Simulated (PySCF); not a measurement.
# CH2ClNSn (SMILES N#[C][SnH2][Cl]): levels of theory compared

We compute a comparison of 3 runs (HF/def2-SVP, PBE/def2-SVP, r2SCAN/def2-SVP) of CH2ClNSn. The job is set up through a Python script.

The results are computed with PySCF 2.14.0.

## (1) The structure to begin with

CH2ClNSn: 6 atoms, total charge 0, spin state singlet. SMILES: `N#[C][SnH2][Cl]`. The coordinates come from a PBE0-D4/def2-TZVP relaxation.

Bond lengths: N1–C2 1.152 Å, C2–Sn3 2.106 Å, Sn3–Cl4 2.312 Å, Sn3–H5 1.692 Å, Sn3–H6 1.692 Å. Angles: N1–C2–Sn3 178.7°, C2–Sn3–Cl4 105.2°, C2–Sn3–H5 108.3°, C2–Sn3–H6 108.3°, Cl4–Sn3–H5 108.4°, Cl4–Sn3–H6 108.4°, H5–Sn3–H6 117.5°.

## (2) Energy and gradient at HF/def2-SVP (core potential) (run 1)

mol.xyz reads:

```xyz
6

N      1.805200    -1.621100     1.077500
C      1.044600    -0.886000     0.621300
Sn    -0.317700     0.495000    -0.198800
Cl    -1.934000    -0.791900    -1.235400
H      0.487900     1.396200    -1.382100
H     -1.044000     1.343700     1.071400
```

job.py reads:

```python
import pyscf.grad
from pyscf import gto

system = gto.M(
    atom='mol.xyz',
    ecp={'Sn': 'def2-svp'},
    verbose=3,
    max_memory=1860,
    basis='def2-svp',
    spin=0,
)

mf = system.RHF()
mf.conv_tol = 1e-10
mf.kernel()
if not mf.converged:
    mf = mf.newton().run(mf.mo_coeff, mf.mo_occ)

e_tot = mf.e_tot
print('Final energy', e_tot)
grad = mf.Gradients().kernel()
mf.analyze()
```

On the command line:

```
$ OMP_NUM_THREADS=1 python job.py
```

Output:

```text
converged SCF energy = -766.12842695872
Final energy -766.1284269587195
--------------- RHF gradients ---------------
         x                y                z
0 N     0.0277595020    -0.0268406408     0.0166086788
1 C    -0.0340620032     0.0323583739    -0.0204093396
2 Sn    -0.0007828066    -0.0106206580    -0.0007157320
3 Cl     0.0075446798     0.0055055938     0.0048269271
4 H     0.0001337142    -0.0001892450    -0.0007284178
5 H    -0.0005930862    -0.0002134238     0.0004178834
----------------------------------------------
**** MO energy ****
MO #1   energy= -104.794312241402  occ= 2
MO #2   energy= -15.5908737633074  occ= 2
MO #3   energy= -11.2703238740492  occ= 2
MO #4   energy= -10.5569896085618  occ= 2
MO #5   energy= -8.03153983477996  occ= 2
MO #6   energy= -8.02887269831573  occ= 2
MO #7   energy= -8.02885151264943  occ= 2
MO #8   energy= -5.94006712932146  occ= 2
MO #9   energy= -4.13198337309258  occ= 2
MO #10  energy= -4.12987160388799  occ= 2
MO #11  energy= -4.1269415413976   occ= 2
MO #12  energy= -1.40469569650164  occ= 2
MO #13  energy= -1.40082316217951  occ= 2
MO #14  energy= -1.3962881348804   occ= 2
MO #15  energy= -1.39231786075448  occ= 2
MO #16  energy= -1.39192588445497  occ= 2
MO #17  energy= -1.21364204483901  occ= 2
MO #18  energy= -1.08040229749275  occ= 2
MO #19  energy= -0.75598201472733  occ= 2
MO #20  energy= -0.612244876017101 occ= 2
MO #21  energy= -0.542882030085735 occ= 2
MO #22  energy= -0.529825151453688 occ= 2
MO #23  energy= -0.516764452313579 occ= 2
MO #24  energy= -0.483558468704151 occ= 2
MO #25  energy= -0.480784487582783 occ= 2
MO #26  energy= -0.466232668282294 occ= 2
MO #27  energy= -0.456042316089496 occ= 2
MO #28  energy= 0.0647105008268076 occ= 0
MO #29  energy= 0.108661535241196  occ= 0
MO #30  energy= 0.119888570719273  occ= 0
MO #31  energy= 0.128447095940967  occ= 0
MO #32  energy= 0.207502354922243  occ= 0
MO #33  energy= 0.220676808370064  occ= 0
MO #34  energy= 0.248164337835586  occ= 0
MO #35  energy= 0.307051260636694  occ= 0
MO #36  energy= 0.315606866258528  occ= 0
MO #37  energy= 0.337432320550734  occ= 0
MO #38  energy= 0.48791517586725   occ= 0
MO #39  energy= 0.51975654021297   occ= 0
MO #40  energy= 0.554654241056703  occ= 0
MO #41  energy= 0.560206257977696  occ= 0
MO #42  energy= 0.582942127840961  occ= 0
MO #43  energy= 0.684297409037711  occ= 0
MO #44  energy= 0.761027884271946  occ= 0
MO #45  energy= 0.78035400268434   occ= 0
MO #46  energy= 0.804919675507943  occ= 0
MO #47  energy= 0.865275770391769  occ= 0
MO #48  energy= 0.913315382363722  occ= 0
MO #49  energy= 0.914424266006862  occ= 0
MO #50  energy= 0.962199471648672  occ= 0
MO #51  energy= 1.04495503316282   occ= 0
MO #52  energy= 1.04519562291221   occ= 0
MO #53  energy= 1.06749368604651   occ= 0
MO #54  energy= 1.06770261290112   occ= 0
MO #55  energy= 1.12112733946557   occ= 0
MO #56  energy= 1.1290959994939    occ= 0
MO #57  energy= 1.14254896119466   occ= 0
MO #58  energy= 1.22116433361031   occ= 0
MO #59  energy= 1.22202074730296   occ= 0
MO #60  energy= 1.23171871527369   occ= 0
MO #61  energy= 1.4177591917538    occ= 0
MO #62  energy= 1.52012150867388   occ= 0
MO #63  energy= 1.68067007780555   occ= 0
MO #64  energy= 1.73067101657771   occ= 0
MO #65  energy= 1.7756154501028    occ= 0
MO #66  energy= 1.82012852721774   occ= 0
MO #67  energy= 1.89487438850593   occ= 0
MO #68  energy= 1.8970175735915    occ= 0
MO #69  energy= 1.97788321947889   occ= 0
MO #70  energy= 2.00159027382554   occ= 0
MO #71  energy= 2.05825427190135   occ= 0
MO #72  energy= 2.17468481279025   occ= 0
MO #73  energy= 2.59536509190321   occ= 0
MO #74  energy= 2.59554572429385   occ= 0
MO #75  energy= 2.86763621335434   occ= 0
MO #76  energy= 3.21663389971406   occ= 0
MO #77  energy= 3.21850857997944   occ= 0
MO #78  energy= 3.69342705464156   occ= 0
MO #79  energy= 15.3329960890809   occ= 0
MO #80  energy= 15.4880594492233   occ= 0
MO #81  energy= 16.1048650720478   occ= 0
MO #82  energy= 52.5323493076572   occ= 0
 ** Mulliken atomic charges  **
charge of    0N =     -0.18629
charge of    1C =     -0.66995
charge of    2Sn =      2.71559
charge of    3Cl =     -0.73140
charge of    4H =     -0.56351
charge of    5H =     -0.56445
Dipole moment(X, Y, Z, Debye): -1.02881,  4.01501, -0.55090
```

Wall time 7.2 s (1 thread of Intel Xeon at 2.70GHz, shared host); peak memory 0.16 GiB.

## (3) Energy and gradient at PBE/def2-SVP (core potential) (run 2)

run.py reads:

```python
# N#[C][SnH2][Cl]
from pyscf import gto, dft

mol = gto.M(
    atom='''
N      1.805200    -1.621100     1.077500
C      1.044600    -0.886000     0.621300
Sn    -0.317700     0.495000    -0.198800
Cl    -1.934000    -0.791900    -1.235400
H      0.487900     1.396200    -1.382100
H     -1.044000     1.343700     1.071400
''',
    max_memory=1860,
    verbose=4,
    basis='def2-svp',
    ecp={'Sn': 'def2-svp'},
    spin=0,
)

mf = dft.RKS(mol, xc='pbe')
mf.grids.level = 5
mf.conv_tol = 1e-10
mf.kernel()
if not mf.converged:
    mf = mf.newton().run(mf.mo_coeff, mf.mo_occ)

etot = mf.e_tot
print('Final energy', etot)
grad = mf.nuc_grad_method().kernel()
mf.analyze()
```

On the command line:

```
$ OMP_NUM_THREADS=1 python run.py
```

Output:

```text
PySCF version 2.14.0

[... 84 lines left out ...]
Final energy -768.0315054835611
[... 23 lines left out ...]
MO #2   energy= -14.0030538875996  occ= 2
[... 7 lines left out ...]
MO #10  energy= -3.33517621533614  occ= 2
[... 7 lines left out ...]
MO #18  energy= -0.742175275881529 occ= 2
[... 7 lines left out ...]
MO #26  energy= -0.284687976962442 occ= 2
[... 7 lines left out ...]
MO #34  energy= 0.094013093598331  occ= 0
[... 7 lines left out ...]
MO #42  energy= 0.392867157202196  occ= 0
[... 7 lines left out ...]
MO #50  energy= 0.697042258999117  occ= 0
[... 7 lines left out ...]
MO #58  energy= 0.902560703925077  occ= 0
[... 7 lines left out ...]
MO #66  energy= 1.49005024183622   occ= 0
[... 7 lines left out ...]
MO #74  energy= 2.17344721107645   occ= 0
[... 7 lines left out ...]
MO #82  energy= 51.8469745135911   occ= 0
[... 52 lines left out ...]
pop of  2 Sn 5dyz         0.19744
pop of  2 Sn 5dz^2        0.14873
pop of  2 Sn 5dxz         0.20256
pop of  2 Sn 5dx2-y2      0.00842
pop of  3 Cl 1s           1.99999
pop of  3 Cl 2s           1.99977
pop of  3 Cl 3s           1.97860
pop of  3 Cl 4s           0.01088
pop of  3 Cl 2px          1.99989
pop of  3 Cl 2py          1.99990
pop of  3 Cl 2pz          1.99990
pop of  3 Cl 3px          1.83344
pop of  3 Cl 3py          1.88407
pop of  3 Cl 3pz          1.91474
pop of  3 Cl 4px          0.00703
pop of  3 Cl 4py          0.00644
pop of  3 Cl 4pz          0.00538
pop of  3 Cl 3dxy         0.00763
pop of  3 Cl 3dyz         0.00404
pop of  3 Cl 3dz^2        0.00383
pop of  3 Cl 3dxz         0.00464
pop of  3 Cl 3dx2-y2      0.00525
pop of  4 H 1s            1.44464
pop of  4 H 2s            0.01532
pop of  4 H 2px           0.01542
pop of  4 H 2py           0.01736
pop of  4 H 2pz           0.01475
pop of  5 H 1s            1.44407
pop of  5 H 2s            0.01516
pop of  5 H 2px           0.01472
pop of  5 H 2py           0.01706
pop of  5 H 2pz           0.01736
 ** Mulliken atomic charges  **
charge of    0N =     -0.15991
charge of    1C =     -0.66296
charge of    2Sn =      2.50417
charge of    3Cl =     -0.66543
charge of    4H =     -0.50750
charge of    5H =     -0.50838
Dipole moment(X, Y, Z, Debye): -1.03265,  3.46778, -0.56594
```

Wall time 28 s (1 thread of Intel Xeon at 2.70GHz, shared host); peak memory 0.8 GiB.

## (4) Energy and forces at r2SCAN/def2-SVP (core potential) (run 3)

job.py reads:

```python
import pyscf.grad
from pyscf import gto, dft

mol = gto.Mole()
mol.atom = '''
N      1.805200    -1.621100     1.077500
C      1.044600    -0.886000     0.621300
Sn    -0.317700     0.495000    -0.198800
Cl    -1.934000    -0.791900    -1.235400
H      0.487900     1.396200    -1.382100
H     -1.044000     1.343700     1.071400
'''
mol.charge = 0
mol.ecp = {'Sn': 'def2-svp'}
mol.max_memory = 1860
mol.basis = 'def2-svp'
mol.verbose = 3
mol.build()

mf = dft.RKS(mol, xc='r2scan')
mf.grids.level = 5
mf.conv_tol = 1e-10
mf.kernel()
if not mf.converged:
    mf = mf.newton().run(mf.mo_coeff, mf.mo_occ)

e_final = mf.e_tot
print('Final energy', e_final)
grad = mf.Gradients().kernel()
dip = mf.dip_moment()
pop, q = mf.mulliken_pop()
```

On the command line:

```
$ OMP_NUM_THREADS=1 python job.py
```

Output:

```text
converged SCF energy = -768.335791075945
Final energy -768.3357910759454
--------------- RKS gradients ---------------
         x                y                z
0 N    -0.0215149909     0.0209164389    -0.0129342368
1 C     0.0181039474    -0.0179353604     0.0108813846
2 Sn    -0.0036954614    -0.0066597324    -0.0024503251
3 Cl     0.0074943794     0.0058207834     0.0048014370
4 H    -0.0012634469    -0.0010875009     0.0014789791
5 H     0.0007934068    -0.0010173224    -0.0018297487
----------------------------------------------
Dipole moment(X, Y, Z, Debye): -1.00735,  3.68312, -0.54531
 ** Mulliken pop  **
pop of  0 N 1s            1.98894
pop of  0 N 2s            1.09766
pop of  0 N 3s            0.56781
pop of  0 N 2px           0.76445
pop of  0 N 2py           0.75431
pop of  0 N 2pz           0.67921
pop of  0 N 3px           0.37353
pop of  0 N 3py           0.36916
pop of  0 N 3pz           0.38648
pop of  0 N 3dxy          0.00739
pop of  0 N 3dyz          0.00520
pop of  0 N 3dz^2         0.00463
pop of  0 N 3dxz          0.00542
pop of  0 N 3dx2-y2       0.00816
pop of  1 C 1s            1.98748
pop of  1 C 2s            0.96773
pop of  1 C 3s            0.41594
pop of  1 C 2px           0.67599
pop of  1 C 2py           0.67144
pop of  1 C 2pz           0.61644
pop of  1 C 3px           0.28614
pop of  1 C 3py           0.28298
pop of  1 C 3pz           0.33182
pop of  1 C 3dxy          0.00789
pop of  1 C 3dyz          0.00585
pop of  1 C 3dz^2         0.00543
pop of  1 C 3dxz          0.00612
pop of  1 C 3dx2-y2       0.00939
pop of  2 Sn 4s           1.60316
pop of  2 Sn 5s           0.42214
pop of  2 Sn 6s           1.12147
pop of  2 Sn 7s           0.09079
pop of  2 Sn 4px          1.08331
pop of  2 Sn 4py          1.08252
pop of  2 Sn 4pz          1.08002
pop of  2 Sn 5px          0.92075
pop of  2 Sn 5py          0.92185
pop of  2 Sn 5pz          0.92527
pop of  2 Sn 6px          0.46471
pop of  2 Sn 6py          0.48237
pop of  2 Sn 6pz          0.54366
pop of  2 Sn 7px          0.10947
pop of  2 Sn 7py          0.12586
pop of  2 Sn 7pz          0.15554
pop of  2 Sn 4dxy         1.94286
pop of  2 Sn 4dyz         1.94163
pop of  2 Sn 4dz^2        1.94069
pop of  2 Sn 4dxz         1.94167
pop of  2 Sn 4dx2-y2      1.94187
pop of  2 Sn 5dxy         0.11114
pop of  2 Sn 5dyz         0.10309
pop of  2 Sn 5dz^2        0.08321
pop of  2 Sn 5dxz         0.10046
pop of  2 Sn 5dx2-y2      0.08790
pop of  3 Cl 1s           1.99939
pop of  3 Cl 2s           1.98609
pop of  3 Cl 3s           1.24074
pop of  3 Cl 4s           0.73528
pop of  3 Cl 2px          1.97640
pop of  3 Cl 2py          1.97716
pop of  3 Cl 2pz          1.97759
pop of  3 Cl 3px          0.68492
pop of  3 Cl 3py          0.71041
pop of  3 Cl 3pz          0.72682
pop of  3 Cl 4px          1.03979
pop of  3 Cl 4py          1.08953
pop of  3 Cl 4pz          1.11815
pop of  3 Cl 3dxy         0.00439
pop of  3 Cl 3dyz         0.00236
pop of  3 Cl 3dz^2        0.00166
pop of  3 Cl 3dxz         0.00328
pop of  3 Cl 3dx2-y2      0.00221
pop of  4 H 1s            0.67971
pop of  4 H 2s            0.36645
pop of  4 H 2px           0.00261
pop of  4 H 2py           0.00309
pop of  4 H 2pz           0.00486
pop of  5 H 1s            0.67972
pop of  5 H 2s            0.36643
pop of  5 H 2px           0.00231
pop of  5 H 2py           0.00284
pop of  5 H 2pz           0.00541
 ** Mulliken atomic charges  **
charge of    0N =     -0.01236
charge of    1C =     -0.27064
charge of    2Sn =      0.67261
charge of    3Cl =     -0.27617
charge of    4H =     -0.05672
charge of    5H =     -0.05672
```

It took 40 s on 1 thread of Intel Xeon at 2.70GHz, shared host; peak memory 0.8 GiB.

## (5) Overview of the runs

```csv
run,level,integration grid,energy (Eh),dipole moment (D),HOMO energy (eV),LUMO energy (eV),wall time
1,HF/def2-SVP (core potential),–,-766.128427,4.18,-12.41,1.76,7.2 s
2,PBE/def2-SVP (core potential),5,-768.031505,3.66,-7.69,-2.30,28 s
3,r2SCAN/def2-SVP (core potential),5,-768.335791,3.86,-8.12,-2.12,40 s
```

## (6) Summary of results

| quantity | value |
| --- | --- |
| run 3: total energy | -768.33579 Eh |
| run 3: dipole moment | 3.86 D |
| run 3: HOMO energy | -8.12 eV |
| run 3: LUMO energy | -2.12 eV |
| run 3: HOMO–LUMO gap | 6.00 eV |
| run 3: largest force on an atom | 1.680 eV/Å |

The dipole moment (its size) runs from 3.66 D (PBE/def2-SVP) to 4.18 D (HF/def2-SVP). The HOMO–LUMO gap runs from 5.39 eV (PBE/def2-SVP) to 14.17 eV (HF/def2-SVP). Exact exchange widens orbital gaps. Totals of different functionals can't be ranked against each other. All runs together took 75 s, the longest 40 s.
